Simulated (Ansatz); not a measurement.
**HF/3-21G run of InF3 (SMILES [F][In]([F])[F])**

What is the vertical electron affinity of InF3 at HF/3-21G? 

The results are computed with Ansatz 0.2.0.

27 further runs of the same task are left out: 27 set aside as unsound or not needed. Runs told in other sessions of the task aren't counted.

## 1. The system as given

InF3 has 4 atoms, charge 0, and is taken as a singlet. As SMILES, `[F][In]([F])[F]`. Geometry: relaxed at PBE0-D4/def2-TZVP.

Bond lengths: F1–In2 1.918 Å, In2–F3 1.918 Å, In2–F4 1.918 Å. Angles: F1–In2–F3 120.0°, F1–In2–F4 120.0°, F3–In2–F4 120.0°.

## 2. A single-point energy at HF/3-21G

File job.yaml:

```yaml
crystal:
  periodic: [false, false, false]
  atoms:
    - {symbol: F, position_ang: [-1.305700, -0.375500, 1.339800]}
    - {symbol: In, position_ang: [0.013900, -0.015100, -0.005100]}
    - {symbol: F, position_ang: [1.768100, -0.777100, 0.143700]}
    - {symbol: F, position_ang: [-0.421000, 1.107400, -1.498700]}
basis:
  gaussian:
    orbitals: 3-21G-spherical.json
hamiltonian:
  xc: hf
accuracy: high
output:
  orbitals: {seedname: orbitals}
```

The basis set 3-21G is read from a file made from the Basis Set Exchange's data (not shown).

Launch:

```sh
$ ansatz run job.yaml --threads 1 --pin off --max-ram 2610MiB --events-out events.jsonl --progress --plain --runs-dir runs
```

The program printed:

```text
Warning: RAYON_NUM_THREADS=1 ignored (pool sized by the plan → 1); use --threads N
Functional definition: HF
  name "HF"
  exchange = exact_x
  correlation = 0
1096 factors; integrals over basis functions are off by at most 1.3e-8 eV
mean field evaluation 1: about -163578.4688 eV, gradient 4.8e1 eV
mean field evaluation 2: about -163578.6191 eV, gradient 4.8e1 eV
mean field evaluation 4: about -163582.2057 eV, gradient 1.9e0 eV
mean field evaluation 8: about -163582.2406 eV, gradient 1.1e-1 eV
mean field evaluation 16: about -163582.2406 eV, gradient 3.0e-8 eV
mean field -163582.24061977 eV, -6011.5364627513 hartree, gradient 3.0e-8 eV, S^2 0.000000; 0 other end points of the search recorded, 0 dependent functions left out
reference -163582.24061977 eV, -6011.5364627513 hartree; 38, 38 occupied and 20, 20 virtual orbitals, 1096 factors
Total energy: -163582.24061977 eV, -6011.5364627513 hartree
```

It took 1.1 s on 1 thread of Arm Neoverse V1, shared host; peak memory 0.14 GiB.

## 3. The doublet anion

File molecule.yaml:

```yaml
basis:
  gaussian: {orbitals: 3-21G-spherical.json}
crystal:
  periodic: [false, false, false]
  atoms:
    - {symbol: F, position_ang: [-1.305700, -0.375500, 1.339800]}
    - {symbol: In, position_ang: [0.013900, -0.015100, -0.005100]}
    - {symbol: F, position_ang: [1.768100, -0.777100, 0.143700]}
    - {symbol: F, position_ang: [-0.421000, 1.107400, -1.498700]}
total_charge: -1
magnetization: {spin_polarized: true, initial_magnetization: 1}
hamiltonian: {xc: hf}
accuracy: high
output: {orbitals: {seedname: orbitals}}
```

The basis set 3-21G is read from a file made from the Basis Set Exchange's data (not shown).

Launch:

```sh
$ ansatz run molecule.yaml --threads 1 --pin off --max-ram 2610MiB --events-out events.jsonl --progress --plain --runs-dir runs
```

The program printed:

```text
Warning: RAYON_NUM_THREADS=1 ignored (pool sized by the plan → 1); use --threads N
[... 4 set-up lines as earlier in the session ...]
1096 factors; integrals over basis functions are off by at most 1.3e-8 eV
mean field evaluation 1: about -163580.5838 eV, gradient 1.4e1 eV
mean field evaluation 2: about -163580.6430 eV, gradient 1.4e1 eV
mean field evaluation 4: about -163581.5767 eV, gradient 1.0e0 eV
mean field evaluation 8: about -163581.5925 eV, gradient 2.6e-4 eV
mean field evaluation 16: about -163581.3092 eV, gradient 2.7e0 eV
mean field evaluation 32: about -163581.0641 eV, gradient 6.2e-1 eV
mean field evaluation 64: about -163581.0171 eV, gradient 3.6e-1 eV
mean field -163581.59245470 eV, -6011.5126431244 hartree, gradient 1.7e-8 eV, S^2 0.754997; 2 other end points of the search recorded, 0 dependent functions left out
reference -163581.59245470 eV, -6011.5126431244 hartree; 39, 38 occupied and 19, 20 virtual orbitals, 1096 factors
Total energy: -163581.59245470 eV, -6011.5126431244 hartree
```

Wall time 4.2 s (1 thread of Arm Neoverse V1, shared host); peak memory 0.21 GiB.

## 4. What came out

Level: HF/3-21G.

| quantity | value |
| --- | --- |
| singlet InF3: total energy | -6011.53646 Eh |
| singlet InF3: HOMO energy | -14.60 eV |
| singlet InF3: LUMO energy | 0.83 eV |
| singlet InF3: HOMO–LUMO gap | 15.43 eV |
| doublet anion: total energy | -6011.51264 Eh |
| doublet anion: HOMO energy (highest over α and β) | 0.45 eV |
| doublet anion: LUMO energy (lowest over α and β) | 6.07 eV |
| doublet anion: ⟨S²⟩ | 0.755 |
| vertical electron affinity (to the doublet anion) | -0.648 eV |

What this shows: The anion lies 0.65 eV (14.9 kcal/mol) above the neutral: the electron isn't bound at this level, and such a value depends on the basis. Without diffuse functions anions come out too high. Hartree–Fock misses the correlation that binds many anions. Relativity is left out (singlet InF3) although the molecule holds a heavy atom. The HOMO (doublet anion) lies at positive energy, 0.45 eV: the electron is unbound at this level or held by a compact basis; values depend on the basis. Relativity is left out (doublet anion) although the molecule holds a heavy atom.
